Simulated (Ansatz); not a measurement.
# MoS2: the cost of one run

Program: Ansatz 0.2.0. Level of theory: DFT revPBE, scalar-relativistic, plane waves, PAW. These are calculated values, not measurements.

1 further run of the same task is left out (set aside as unsound or not needed). Runs told in other sessions of the task aren't counted.

**1. The starting structure**

The structure is hexagonal, space group P6_3/mmc (No. 194). The conventional cell has a = 3.159 Å, b = 3.159 Å, c = 12.314 Å, α = 90.00°, β = 90.00°, γ = 120.00°. Around Mo (site symmetry -6m2) lie 6 S at 2.40 Å. Around S (site symmetry 3m) lie 3 Mo at 2.40 Å.

As a file:

```cif
data_structure
_symmetry_space_group_name_H-M 'P 1'
_symmetry_Int_Tables_number 1
_cell_length_a 3.1586
_cell_length_b 3.1586
_cell_length_c 12.3136
_cell_angle_alpha 90.000
_cell_angle_beta 90.000
_cell_angle_gamma 120.000
_cell_volume 106.39
loop_
_atom_site_label
_atom_site_type_symbol
_atom_site_fract_x
_atom_site_fract_y
_atom_site_fract_z
_atom_site_occupancy
Mo1 Mo 0.33333 0.66667 0.25000 1
Mo2 Mo 0.66667 0.33333 0.75000 1
S1 S 0.33333 0.66667 0.62292 1
S2 S 0.66667 0.33333 0.12292 1
S3 S 0.33333 0.66667 0.87708 1
S4 S 0.66667 0.33333 0.37708 1
```

At PBE, an earlier run found 3.01 GPa for this cell of 17.732 Å³/atom (8×8×2 mesh), gap on the mesh 0.98 eV, no moment left. The cell is compressed at this level.

**2. At the given cell**

Input file input.yaml:

```yaml
crystal:
  lattice:
    - [3.1586156158, 0.0, 0.0]
    - [-1.5793078079, 2.7354413641, 0.0]
    - [0.0, 0.0, 12.3135811494]
  atoms:
    - { symbol: Mo, position: [0.3333333333, 0.6666666667, 0.25], spin: 0.05 }
    - { symbol: Mo, position: [0.6666666667, 0.3333333333, 0.75], spin: 0.05 }
    - { symbol: S, position: [0.3333333333, 0.6666666667, 0.6229170291] }
    - { symbol: S, position: [0.6666666667, 0.3333333333, 0.1229170291] }
    - { symbol: S, position: [0.3333333333, 0.6666666667, 0.8770829709] }
    - { symbol: S, position: [0.6666666667, 0.3333333333, 0.3770829709] }
basis:
  ecutwfc: 420
  ecutrho_ratio: 4
kpoints:
  mp_grid: { grid: [8, 8, 2] }
hamiltonian:
  xc: revpbe
scf:
  occupations: { method: gaussian, width: 0.05 }
output:
  forces: true
  stress: true
  eigenvalues: true
  populations: true
magnetization:
  spin_polarized: true
relax:
  f_tol: 0.02
  max_steps: 40
  cell: { stress_tol: 0.2, fix: [volume] }
checkpoint:
  read: start.run
  write: ck
  compress: false
  write_wavefunctions: false
  write_every: 100000
```

start.run holds the state of a PBE run on this cell.

Started as:

```console
$ ansatz run input.yaml --threads 4 --pin off --max-ram 8192MiB --backend cpu --events-out ev --progress --plain --runs-dir out
```

Q: Estimate wall time and peak memory on 4 threads of Arm Neoverse V1, shared host.

About 6.5 s, with a peak of 0.49 GiB.
